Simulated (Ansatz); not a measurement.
**Se: squeezing one contact**

An exercise on one series of results from a longer session: the logs are not shown, and one member is left open.

Program: Ansatz 0.2.0. Level of theory: DFT LDA, with the methods named in each step. These are calculated values, not measurements.

## The system as given

It takes space group Fd-3m (No. 227, cubic). Conventional cell: a = 5.944 Å, b = 5.944 Å, c = 5.944 Å, α = 90.00°, β = 90.00°, γ = 90.00°. Se (site symmetry -43m) is surrounded by 4 Se at 2.57 Å.

As a file:

```xyz
2
Lattice="0.0000 2.9720 2.9720 2.9720 0.0000 2.9720 2.9720 2.9720 0.0000" Properties=species:S:1:pos:R:3 pbc="T T T"
Se   -0.7430   -0.7430   -0.7430
Se    0.7430    0.7430    0.7430
```

Atoms are numbered in the order of the input: Se1, Se2.

The first run:

File input.yaml:

```yaml
crystal:
  lattice:
    - [0.0, 2.9719609764, 2.9719609764]
    - [2.9719609764, 0.0, 2.9719609764]
    - [2.9719609764, 2.9719609764, 0.0]
  atoms:
    - { symbol: Se, position: [-0.125, -0.125, -0.125] }
    - { symbol: Se, position: [0.125, 0.125, 0.125] }
kpoints:
  mp_grid: { grid: [9, 9, 9] }
scf:
  occupations: { method: fermi_dirac, width: 0.05 }
hamiltonian:
  xc: lda
  pseudopotentials: { kind: all_electron, lapw: { basis_error: 0.001 } }
output:
  forces: true
  stress: true
  eigenvalues: true
  populations: true
```

Command:

```console
$ ansatz run input.yaml --threads 1 --pin off --max-ram 2048MiB --backend cpu --events-out ev --progress --plain --runs-dir out
```

Steps of the session up to this table: The bond as given, LAPW; Shortest bond scaled by 1, norm-conserving; Shortest bond scaled by 0.88, LAPW; Shortest bond scaled by 0.82, LAPW; Shortest bond scaled by 0.7, LAPW; Shortest bond scaled by 0.64, LAPW; Shortest bond scaled by 0.64, crystal datasets.

One of the session's tables, all rows but one given; the rest of the session is left out.

| method | length (Å) | F from the given length (eV/cell) | force along the bond (eV/Å) | pressure (GPa) | largest force (eV/Å) |
| --- | --- | --- | --- | --- | --- |
| LAPW | 1.647 | 6.693 | 39.080 | 67.40 | 39.080 |
| LAPW | 1.802 | ? | ? | ? | ? |
| LAPW | 2.111 | -0.249 | 1.954 | 12.00 | 1.954 |
| LAPW | 2.265 | -0.312 | -0.751 | 7.90 | 0.751 |
| LAPW | 2.574 | 0.000 | 0.000 | 6.60 | 0.000 |
| PAW | 1.647 | 6.511 | 36.799 | 63.60 | 36.799 |
| PAW | 1.802 | 2.371 | 18.371 | 37.48 | 18.371 |
| PAW | 2.111 | -0.249 | 1.947 | 11.98 | 1.947 |
| PAW | 2.265 | -0.312 | -0.751 | 7.88 | 0.751 |
| PAW | 2.574 | 0.000 | 0.000 | 6.59 | 0.000 |
| PAW (cutoff 800 eV) | 1.647 | – | 36.757 | 63.52 | 36.757 |
| crystal datasets | 1.647 | – | 39.080 | 67.40 | 39.080 |
| norm-conserving | 2.574 | 0.000 | 0.000 | 6.57 | 0.000 |

Estimate the missing values for LAPW, 1.802.

The run gave: F from the given length (eV/cell): 2.391; force along the bond (eV/Å): 18.679; pressure (GPa): 38.04; largest force (eV/Å): 18.679.

Caveats from the session: Rows by PAW come from runs of the same series that aren't printed here. Warnings in the runs' records: crystal datasets made.
